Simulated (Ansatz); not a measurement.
# EuTiO3: the cost of one run

All numbers are computed with Ansatz 0.2.0 through its Python package. Level of theory: DFT PBEsol, all-electron LAPW.

## Step 1: The system

The structure is cubic, space group Pm-3m (No. 221). The conventional cell has a = 3.905 Å, b = 3.905 Å, c = 3.905 Å, α = 90.00°, β = 90.00°, γ = 90.00°. Eu (site symmetry m-3m) is surrounded by 12 O at 2.76 Å. Ti (site symmetry m-3m) has 6 O at 1.95 Å in its first shell of neighbours. O (site symmetry 4/mmm) has 2 Ti at 1.95 Å and 4 Eu at 2.76 Å in its first shell of neighbours.

No structure file is read: the coordinates are typed or built in the script.

## Step 2: The code

eos_lapw_eutio3.py reads:

```python
"""E(V) of EuTiO3 on LAPW."""

import ansatz as az
from ase.eos import EquationOfState
from ase.units import GPa
import numpy as np

XC = "pbesol"
KGRID = (7, 7, 7)

VECTORS = np.array([
    [3.905, 0.0, 0.0],
    [0.0, 3.905, 0.0],
    [0.0, 0.0, 3.905],
])
SITES = [
    ("Eu", (0.0, 0.0, 0.0), 4.9),
    ("Ti", (0.5, 0.5, 0.5), 0.0),
    ("O", (0.5, 0.5, 0.0), 0.0),
    ("O", (0.0, 0.5, 0.5), 0.0),
    ("O", (0.5, 0.0, 0.5), 0.0),
]


def crystal_on(cell):
    crystal = az.Crystal(lattice=az.Lattice.of(cell))
    for symbol, position, moment in SITES:
        crystal = crystal.atom(symbol, position, moment=moment or None)
    return crystal

volumes, energies = [], []
for scale in np.linspace(0.92, 1.08, 5):
    cell = VECTORS * scale ** (1 / 3)
    calculation = (
        crystal_on(cell).calculation()
        .functional(XC)
        .occupations(az.OccupationsMethod.FERMI_DIRAC)
        .spin("collinear")
        .kpoints(*KGRID)
        .pseudopotentials("all_electron", lapw=True)
    )
    summary = calculation.run(threads=1, backend="cpu").report
    volumes.append(abs(np.linalg.det(cell)) / len(SITES))
    energies.append(summary["free_energy_ev"] / len(SITES))
    print(f"{scale:.3f} {volumes[-1]:9.4f} A^3/atom {energies[-1]:16.5f} eV/atom  (estimated basis error {1000 * summary['lapw_basis_errors']['total_ev_per_atom']:.2f} meV/atom)")
v0, e0, bulk = EquationOfState(volumes, energies, eos="birchmurnaghan").fit()
print(f"V0 = {v0:.4f} A^3/atom, B0 = {bulk / GPa:.1f} GPa")
```

## Step 3: The calls as engine input

The engine receives this input (first run):

```yaml
crystal:
  lattice:
    - [3.7979593663846325, 0.0, 0.0]
    - [0.0, 3.7979593663846325, 0.0]
    - [0.0, 0.0, 3.7979593663846325]
  atoms:
    - { symbol: Eu, position: [0.0, 0.0, 0.0], spin: 4.9 }
    - { symbol: Ti, position: [0.5, 0.5, 0.5] }
    - { symbol: O, position: [0.5, 0.5, 0.0] }
    - { symbol: O, position: [0.0, 0.5, 0.5] }
    - { symbol: O, position: [0.5, 0.0, 0.5] }
kpoints:
  mp_grid:
    grid: [7, 7, 7]
hamiltonian:
  xc: pbesol
  pseudopotentials:
    kind: all_electron
    lapw: {}
magnetization:
  spin_polarized: true
scf:
  occupations:
    method: fermi_dirac
```

## Step 4: Launch

Started as:

```bash
$ python eos_lapw_eutio3.py
```

What time and memory should one allow on 1 thread of Arm Neoverse V1, shared host?

About 10 min, with a peak of 0.88 GiB.
